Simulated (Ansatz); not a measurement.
**C: straining the crystal, a stretch of c alone**

The task here is to estimate one member of a computed series from the others.

Computed with Ansatz 0.2.0 (DFT LDA, scalar-relativistic, plane waves, PAW, unless a step's input says otherwise).

3 further runs of the same task are left out: 3 set aside as unsound or not needed.

## The system as given

The structure is orthorhombic, space group Fmmm (No. 69). The conventional cell has a = 2.446 Å, b = 4.233 Å, c = 6.735 Å, α = 90.00°, β = 90.00°, γ = 90.00°. C (site symmetry m2m) has 3 C at 1.41 Å as nearest neighbours.

Coordinates:

```
CELL_PARAMETERS angstrom
2.44555 0.00000 0.00000
0.00000 4.23347 0.00000
0.00000 0.00000 6.73532
ATOMIC_POSITIONS crystal
C 0.50000 0.66670 0.50000
C 0.00000 0.83330 0.50000
C 0.50000 0.16670 0.00000
C 0.00000 0.33330 0.00000
C 0.00000 0.66670 0.00000
C 0.50000 0.83330 0.00000
C 0.00000 0.16670 0.50000
C 0.50000 0.33330 0.50000
```

It goes back to an entry of the Materials Project, which need not be the stable form.

The unstrained cell was computed beforehand with the same settings: E(σ→0) = -1943.8517 eV for 8 atoms, gap none (metal).

The first run:

input.yaml reads:

```yaml
crystal:
  lattice:
    - [2.4455496832, 0.0, 0.0]
    - [0.0, 4.2334728944, 0.0]
    - [0.0, 0.0, 6.6679678173]
  atoms:
    - { symbol: C, position: [0.5, 0.6666982367, 0.5] }
    - { symbol: C, position: [0.0, 0.8333017633, 0.5] }
    - { symbol: C, position: [0.5, 0.1666982367, 0.0] }
    - { symbol: C, position: [0.0, 0.3333017633, 0.0] }
    - { symbol: C, position: [0.0, 0.6666982367, 0.0] }
    - { symbol: C, position: [0.5, 0.8333017633, 0.0] }
    - { symbol: C, position: [0.0, 0.1666982367, 0.5] }
    - { symbol: C, position: [0.5, 0.3333017633, 0.5] }
basis:
  ecutwfc: 420
kpoints:
  mp_grid: { grid: [14, 8, 6] }
hamiltonian:
  xc: lda
scf:
  occupations: { method: gaussian, width: 0.1 }
output:
  forces: true
  stress: true
  eigenvalues: true
relax:
  adjacent_minimum: "off"
  f_tol: 0.008
  max_steps: 40
```

Started as:

```bash
> ansatz run input.yaml --threads 1 --pin off --max-ram 2560MiB --backend cpu --events-out ev --progress --plain --runs-dir out
```

Steps of the session up to this table: At -1.0 %; Strain +1.0 %; Strain -2.0 %; Strain +2.0 %; Strain -3.0 %; At +3.0 %.

One table of the session follows, with a row left open; its other results are not shown here.

It belongs to the step «Energy and stress against strain (a metal throughout)». Lengths are those of the vectors of the cell that was run; stresses in GPa:

```
strain (%)  ΔE (meV/atom)  c (Å)
      -3.0            0.6  6.533
      -2.0              ?      ?
      -1.0            0.0  6.668
      +0.0            0.0  6.735
      +1.0            0.1  6.803
      +2.0            0.4  6.870
      +3.0            0.7  6.937
```

Q: Estimate the row for strain (%) = -2.0 from the others.

Worked estimate for «ΔE (meV/atom)». A straight line through the neighbours (-3.0, 0.6) and (-1.0, 0.0) gives 0.6 + (0.0 − 0.6) × (-2.0 + 3.0) / (-1.0 + 3.0) = 0.3; a parabola fitted to 3 rows on both sides gives 0.2.

The run gave: ΔE (meV/atom): 0.2; c (Å): 6.601. In «ΔE (meV/atom)» the line misses by +0.1 and the parabola by 0.0.

ΔE is over the unstrained cell. Stress in GPa, positive in compression, on the Cartesian axes of the input. 

Caveats from the session: Layers here are held mostly by dispersion, which this level lacks, so their spacing and the stiffness across them are unreliable there. Warnings in the runs' records: stress scf threshold loose.
